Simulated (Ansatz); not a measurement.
# Cs₂TlSbBr₆, space group Fm-3m: a band structure

Program: the Python package of Ansatz (0.2.0).

Interactive session:
```pycon
>>> from dataclasses import dataclass
>>> import warnings
>>> import ansatz as az
>>> from ase.data import atomic_numbers
>>> import numpy as np
>>> from pymatgen.core import Lattice, Structure
>>> from pymatgen.io.ase import AseAtomsAdaptor
>>> import spglib
>>> @dataclass
... class RunConfig:
...     functional: str = "r2scan"
...     vdw: str = "d3bj"
...     ecut: int = 500
...     mesh: tuple[int, ...] = (3, 3, 3)
...     filling: str = "Fixed"
...     n_empty: int = 8
...
>>> opts = RunConfig()
>>> warnings.simplefilter("ignore", az.DeckWarning)
>>> pmg_structure = Structure(
...     Lattice([(0.0, 5.9847, 5.9847), (5.9847, 0.0, 5.9847), (5.9847, 5.9847, 0.0)]),
...     ["Cs", "Cs", "Tl", "Sb", "Br", "Br", "Br", "Br", "Br", "Br"],
...     [
...         (0.75, 0.75, 0.75),
...         (0.25, 0.25, 0.25),
...         (0.5, 0.5, 0.5),
...         (0.0, 0.0, 0.0),
...         (0.7645, 0.2355, 0.2355),
...         (0.2355, 0.2355, 0.7645),
...         (0.2355, 0.7645, 0.7645),
...         (0.2355, 0.7645, 0.2355),
...         (0.7645, 0.2355, 0.7645),
...         (0.7645, 0.7645, 0.2355),
...     ],
... )
>>> system = az.Crystal.from_ase(AseAtomsAdaptor.get_atoms(pmg_structure))
>>> [site.symbol for site in system.resolved().sites]
['Cs', 'Cs', 'Tl', 'Sb', 'Br', 'Br', 'Br', 'Br', 'Br', 'Br']
>>> # vertices of the path, as fractions of the reciprocal vectors
>>> path = [
...     ("K", (0.375, 0.375, 0.75)),
...     ("G", (0.0, 0.0, 0.0)),
...     ("L", (0.5, 0.5, 0.5)),
...     ("W", (0.5, 0.25, 0.75)),
...     ("X", (0.5, 0.0, 0.5)),
... ]
>>> calc = (
...     system.calculation()
...     .functional(opts.functional, dispersion=opts.vdw)
...     .basis(opts.ecut)
...     .scf(self_checks="high")
...     .accuracy("low")
...     .kpoints(mesh=opts.mesh, center="monkhorst-pack")
...     .occupations(opts.filling)
...     .band_structure([point for _, point in path], intervals=4)
...     .scf(extra_bands=opts.n_empty)
... )
>>> done = calc.run(threads=1, backend="cpu")

>>> summary = done.report
>>> summary["kpoints_frac"][:4]
[[0.0, 0.0, 0.0], [0.0, 0.0, 0.3333333333333333], [0.0, 0.3333333333333333, 0.3333333333333333], [0.0, 0.3333333333333333, -0.33333333333333337]]
>>> summary["converged"], summary["free_energy_ev"]
(True, -46100.849760743266)
>>> summary["kweights"]
[0.037037037037037035, 0.2962962962962963, 0.2222222222222222, 0.4444444444444444]
>>> print("%-22s %14.5f eV" % ("F = E - TS", summary["free_energy_ev"]))
F = E - TS               -46100.84976 eV
>>> print("%-22s %14.5f eV" % ("E", summary["internal_energy_ev"]))
E                        -46100.84976 eV
>>> print("%-22s %14.5f eV" % ("Harris-Foulkes", summary["harris_foulkes_ev"]))
Harris-Foulkes           -46100.84976 eV
>>> print("%-22s %14.5f eV" % ("Fermi level", summary["fermi_energy_ev"]))
Fermi level                   3.09661 eV
>>> spg_cell = (done.lattice.cell_ang, [s.position_frac for s in done.lattice.sites], [atomic_numbers[s.symbol] for s in done.lattice.sites])
>>> # space group as spglib finds it
>>> for tolerance in (1e-5, 1e-3, 1e-1):
...     print(f"symprec {tolerance:g} A: {spglib.get_spacegroup(spg_cell, symprec=tolerance)}")
...
symprec 1e-05 A: Fm-3m (225)
symprec 0.001 A: Fm-3m (225)
symprec 0.1 A: Fm-3m (225)
>>> print("operations used by the run:", summary["n_symmetry_ops"])
operations used by the run: 48
>>> bands = done.band_structure()
>>> fermi = bands.fermi_energy_ev
>>> for spin, channel in enumerate(bands.channels):
...     print("channel", spin, "- computed levels within 8 eV of the Fermi level")
...     for i, (label, _) in enumerate(path):
...         levels = channel.eigenvalues_ev[i * 4] - fermi
...         print(f"  {label:3s}", " ".join(f"{e:7.3f}" for e in levels if abs(e) < 8))
...
channel 0 - computed levels within 8 eV of the Fermi level
  K    -5.998  -4.705  -4.632  -4.344  -3.259  -3.087  -3.060  -2.943  -2.689  -2.667  -2.555  -2.537  -2.504  -2.384  -2.322  -2.252  -2.048  -1.634  -1.216   2.117   2.310   2.441   4.646   4.698   4.808   5.243   5.340
  G    -5.289  -4.824  -4.824  -4.824  -3.176  -3.176  -3.176  -2.702  -2.702  -2.435  -2.435  -2.435  -2.349  -2.349  -2.349  -1.961  -1.961  -1.961   0.000   1.493   1.493   1.493   3.318   4.369   4.369   4.878   5.151
  L    -6.218  -4.480  -4.480  -3.472  -3.339  -3.339  -3.230  -2.989  -2.989  -2.676  -2.676  -2.301  -2.301  -2.300  -2.271  -2.156  -2.156  -2.116  -1.665   2.780   2.780   3.082   4.011   4.211   4.211   4.632   5.101
  W    -6.000  -4.723  -4.723  -4.168  -3.199  -3.191  -3.191  -2.884  -2.677  -2.677  -2.519  -2.519  -2.487  -2.462  -2.359  -2.138  -2.138  -1.568  -1.223   2.048   2.048   2.904   4.398   4.806   4.806   5.376   5.468
  X    -5.791  -4.764  -4.764  -4.680  -3.320  -2.897  -2.885  -2.885  -2.706  -2.648  -2.648  -2.538  -2.429  -2.429  -2.357  -2.357  -1.971  -1.649  -0.765   1.877   1.877   2.215   4.521   5.239   5.257   5.266   5.266
```

What to keep in mind:
- These settings explore the input space; cutoff and mesh may be short of convergence.
- The dispersion term runs with damping parameters of another functional.
- The computed bands are complete only to about 4.9 eV above the Fermi level.
- Under fixed occupations the level called the Fermi level is the highest filled one on the SCF mesh; off the mesh a filled band can lie a little above it.
- An absolute Fermi energy rests on an arbitrary zero of the periodic potential and has no direct meaning.
- The structure comes from a database of computed cells and needn't be a stable or known phase.
- Levels are Kohn-Sham eigenvalues on this mesh, without spin-orbit coupling.
- The script silences the warnings on its input, which a real study should read.
- Hardware and time: 27 s on 1 thread of AMD EPYC 7R43 64-Core Processor (Zen 3) (shared host), peak memory 1.2 GiB.

(A comment or docstring line of the script was reworded after the run, the code is as it ran; lines on the test bed's own set-up are left out of the output.)
